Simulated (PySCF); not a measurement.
**LaH3(H2O): other functionals and bases at one geometry**

An exercise on one series of results from a longer session: the logs are not shown, and one member is left open.

Method: several levels, as the steps say, no spin–orbit coupling; program: PySCF 2.14.0.

1 further run of the same task is left out (for a known fault of the program).

**The system as given**

7 atoms, charge 0, spin multiplicity 1.

Bond lengths: La1–H2 2.148 Å, La1–H3 2.145 Å, La1–H4 2.148 Å, La1–O5 2.583 Å, O5–H6 0.966 Å, O5–H7 0.966 Å. Angles: H2–La1–H3 113.3°, H2–La1–H4 114.7°, H2–La1–O5 104.5°, H3–La1–H4 113.3°, H3–La1–O5 105.2°, H4–La1–O5 104.5°, La1–O5–H6 127.0°, La1–O5–H7 127.0°, H6–O5–H7 106.0°.

As a file:

| atom | x (Å) | y (Å) | z (Å) |
| --- | --- | --- | --- |
| La1 | 0.2199 | -0.2217 | 0.2217 |
| H2 | 1.3682 | 1.1685 | 1.3893 |
| H3 | -1.1403 | -1.3947 | 1.3947 |
| H4 | 1.3682 | -1.3893 | -1.1685 |
| O5 | -1.2788 | 1.2657 | -1.2657 |
| H6 | -1.5941 | 2.1567 | -1.0657 |
| H7 | -1.5941 | 1.0657 | -2.1567 |

Formal oxidation states: La +3. An earlier session relaxed this geometry at PBE0, La def2-SVP with ECP46, H def2-SVP, O def2-SVP (singlet, point group Cs).

At PBE0 on the finer grid: E = -109.597444 Eh, HOMO -6.07 eV, LUMO -1.25 eV, Mulliken charge on La1 +0.77 e, largest force component 0.011 eV/Å. 

Levels to run: revPBE; HF; PBE0, TZVP. Hardware: 2 threads of Arm Neoverse V2, shared host.

Set-up of the first run:

The input, run.py (the lines that set the calculation):

```python
mol = gto.M(atom='''
La     0.21990    -0.22170     0.22170
H      1.36824     1.16854     1.38929
H     -1.14028    -1.39473     1.39473
H      1.36824    -1.38929    -1.16854
O     -1.27883     1.26572    -1.26572
H     -1.59412     2.15668    -1.06566
H     -1.59412     1.06566    -2.15668''',
    basis={'La': 'def2-SVP', 'H': 'def2-SVP', 'O': 'def2-SVP'},
    ecp={'La': 'def2-SVP'},
    charge=0, spin=0)
mf = dft.RKS(mol, xc='PBE_R,PBE')
mf.grids.atom_grid = (75, 302)  # f atoms: unpruned, at least (60, 302)
mf = mf.density_fit()  # fitting sets: La def2-universal-JKFIT, H def2-universal-JKFIT, O def2-universal-JKFIT
mf.conv_tol = 1e-08; mf.max_cycle = 55
mf.kernel(dm0)  # dm0: the density of the relaxed state
```

Command:

```console
$ OMP_NUM_THREADS=2 python run.py
```

Among the steps run: revPBE; HF; PBE0, TZVP.

One of the session's tables, all rows but one given; the rest of the session is left out.

| level | HOMO (eV) | gap (eV) | charge on La1 (e) | dipole (D) | largest force component (eV/Å) |
| --- | --- | --- | --- | --- | --- |
| PBE0 (relaxed here) | -6.07 | 4.82 | 0.77 | 7.79 | 0.01 |
| revPBE | ? | ? | ? | ? | ? |
| HF | -8.90 | 9.59 | 1.15 | 8.37 | 0.83 |
| PBE0, TZVP | -6.15 | 4.78 | 0.86 | 7.67 | 0.25 |

Estimate the missing values for revPBE.

**Answer.** HOMO (eV): -4.91; gap (eV): 2.91; charge on La1 (e): 0.65; dipole (D): 7.59; largest force component (eV/Å): 0.48. In the column «HOMO (eV)» it is the highest.

In one basis the HOMO–LUMO gap runs from 2.91 eV (revPBE) to 9.59 eV (HF). The largest leftover force, 0.83 eV/Å with HF, stands at a geometry relaxed at another level. Total energies of different levels can't be compared.
